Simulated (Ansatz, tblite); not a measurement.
# The cluster Ca₄Se₃+: rung by rung

One table from this session's results is given with a row withheld; the runs are named, their logs left out.

Method: as each input shows; program: Ansatz 0.2.0, Gaussian basis.

Plan: GFN1-xTB, GFN2-xTB, PBE-D4/def2-SVP, r2SCAN-D4/def2-SVP, B2PLYP/def2-SVP, r2SCAN0-D4/def2-SVP, r2SCANh-D4/def2-SVP, MP2/def2-SVP, RPA/def2-SVP.

8 further runs of the same task are left out: 4 that didn't finish, 4 set aside as unsound or not needed.

## The geometry

The doublet was relaxed beforehand with PBE-D4/def2-SVP. At that level it is the lowest of the isomers that a small search found.

7 atoms, charge 1, spin multiplicity 2.

Bond lengths: Ca1–Se5 2.731 Å, Ca1–Se6 2.730 Å, Ca2–Se6 2.732 Å, Ca2–Se7 2.732 Å, Ca3–Se5 2.729 Å, Ca3–Se7 2.729 Å, Ca4–Se5 2.824 Å, Ca4–Se6 2.820 Å, Ca4–Se7 2.823 Å. Angles: Se5–Ca1–Se6 99.4°, Se6–Ca2–Se7 99.4°, Se5–Ca3–Se7 99.4°, Se5–Ca4–Se6 95.1°, Se5–Ca4–Se7 95.0°, Se6–Ca4–Se7 95.2°, Ca1–Se5–Ca3 90.0°, Ca1–Se5–Ca4 82.7°, Ca3–Se5–Ca4 82.8°, Ca1–Se6–Ca2 89.4°, Ca1–Se6–Ca4 82.8°, Ca2–Se6–Ca4 82.7°, Ca2–Se7–Ca3 89.6°, Ca2–Se7–Ca4 82.6°, Ca3–Se7–Ca4 82.8°.

As a file:

```
Ca    1.59809   -1.52270   -1.07281
Ca   -0.86365    1.31887   -1.87163
Ca    1.43089    1.59152    1.20619
Ca   -1.31373   -0.84338    1.05560
Se    1.44088   -1.10597    1.62171
Se   -1.05718   -1.40084   -1.69661
Se   -1.23529    1.96249    0.75753
```

The ion is computed in the gas phase, without counter-ions or solvent.

PBE0-D4/def2-SVP was run before; its log isn't repeated, and its numbers join the tables.

The first run:

Tight binding, by tblite at 300 K electronic temperature and without a spin-polarisation term:

```python
tblite.interface.Calculator('GFN1-xTB', numbers, positions, charge=1, uhf=1).singlepoint()
```

Tight binding, by tblite at 300 K electronic temperature and without a spin-polarisation term:

```python
tblite.interface.Calculator('GFN2-xTB', numbers, positions, charge=1, uhf=1).singlepoint()
```

start.molden holds the orbitals of an earlier run on this state, given as this run's starting guess.

Contents of in.yaml:

```yaml
crystal:
  periodic: [false, false, false]
  atoms:
    - {symbol: Ca, position_ang: [1.598086, -1.522705, -1.072812]}
    - {symbol: Ca, position_ang: [-0.863647, 1.318866, -1.871628]}
    - {symbol: Ca, position_ang: [1.430887, 1.591519, 1.206186]}
    - {symbol: Ca, position_ang: [-1.313730, -0.843380, 1.055603]}
    - {symbol: Se, position_ang: [1.440879, -1.105965, 1.621711]}
    - {symbol: Se, position_ang: [-1.057182, -1.400837, -1.696606]}
    - {symbol: Se, position_ang: [-1.235292, 1.962493, 0.757535]}
basis:
  gaussian: {orbitals: def2-SVP, initial_orbitals: start.molden}
total_charge: 1
magnetization: {spin_polarized: true, initial_magnetization: 1}
hamiltonian: {xc: pbe, dispersion: d4}
scf: {omitted_lower_state_checks: [starts]}
output: {orbitals: {seedname: orbitals}}
```

Command:

```
ansatz run in.yaml --threads 4 --pin off --events-out ev --progress --plain --max-ram 4787MiB
```

Among the steps run: PBE-D4/def2-SVP; r2SCAN-D4/def2-SVP; B2PLYP/def2-SVP; r2SCAN0-D4/def2-SVP; r2SCANh-D4/def2-SVP; MP2/def2-SVP; RPA/def2-SVP.

One table of the session follows, with a row left open; its other results are not shown here.

| level | HOMO (eV) | LUMO (eV) | gap (eV) |
| --- | --- | --- | --- |
| PBE-D4/def2-SVP | -6.76 | -5.99 | 0.77 |
| r2SCAN-D4/def2-SVP | -6.83 | -5.57 | 1.26 |
| r2SCANh-D4/def2-SVP | -7.07 | -5.40 | 1.67 |
| PBE0-D4/def2-SVP | ? | ? | ? |
| r2SCAN0-D4/def2-SVP | -7.43 | -5.16 | 2.27 |

Q: Estimate the row for PBE0-D4/def2-SVP from the others.

**Answer.** HOMO (eV): -7.37; LUMO (eV): -5.35; gap (eV): 2.01. In the column «HOMO (eV)» it lies between r2SCAN0-D4/def2-SVP (-7.43) and r2SCANh-D4/def2-SVP (-7.07).
